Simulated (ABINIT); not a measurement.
Write the native input for ABINIT 10.8.3 (patched build) that does the following.

```yaml
Task: single point
Functional: r2SCAN
Potentials_or_basis: JTH PAW PBE v2.0
Cutoff: 653 eV
k_mesh: 7 × 7 × 7
Occupations: gaussian, width 0.05 eV
Spin: no spin polarisation
Hubbard_terms: Tb f U = 3 eV
Double_counting_usepawu: 1
Fine-grid_cutoff: 1251.72 eV
```

Crystal: TbO.

```xyz
2
Lattice="2.7838 0.0000 0.0000 0.0000 2.7838 0.0000 0.0000 0.0000 2.7838" Properties=species:S:1:pos:R:3 pbc="T T T"
Tb    0.0000    0.0000    0.0000
O     1.3919    1.3919    1.3919
```

The cell comes from a database or a generator and needn't be the stable form of this composition.

The input as run:

run.abi

```
# Pseudopotentials
pp_dirpath "./"
pseudos "Tb.GGA_PBE-JTH.xml, O.GGA_PBE-JTH.xml"

# Structure
acell 3*1.0
rprim
     5.2606914898     0.0000000000     0.0000000000
     0.0000000000     5.2606914898     0.0000000000
     0.0000000000     0.0000000000     5.2606914898
ntypat 2
znucl 65 8
natom 2
typat 1 2
xred
     0.0000000000     0.0000000000     0.0000000000
     0.5000000000     0.5000000000     0.5000000000

# Plane-wave basis
ecut 24.0
pawecutdg 46.0

# k points
kptopt 1
ngkpt 7 7 7
nshiftk 1
shiftk 0.0 0.0 0.0

# Exchange and correlation
ixc -497498
usekden 1
pawxcdev 0

# Bands and occupations
nband 20
occopt 7
tsmear 0.00183747

# DFT+U
usepawu 1
lpawu 3 -1
upawu 3.0 0.0 eV
jpawu 0.0 0.0 eV

# SCF cycle
nstep 100
tolvrs 1.0e-7

# Output
iomode 3
prtwf 0
prtden 0
prteig 0
prtebands 0
enunit 2
```

Potentials or basis: JTH PAW PBE v2.0.

Command:

```sh
$ abinit run.abi > log 2>&1
```

Results of the run:

```
Pressure                                              : 44.9 GPa
Band gap on the k mesh                                : none (metal or under the smearing width)
Valence electrons inside the program's atomic spheres : Tb 17.11; O 4.62
```

Caveat: a pressure of tens of GPa on the cell as given is suspect, and the run, the potentials or the cell itself is likely at fault; the PAW data sets were made with another functional, which shifts forces and pressure a little; an odd number of electrons without spin polarisation forces a metal; a magnetic or distorted state may lie lower; the run has no spin polarisation, though such a crystal can be magnetic; U without spin polarisation on a metal has little footing.

Wall time 94 s on 1 thread of Arm Neoverse V1 (shared host), peak memory 0.13 GiB.
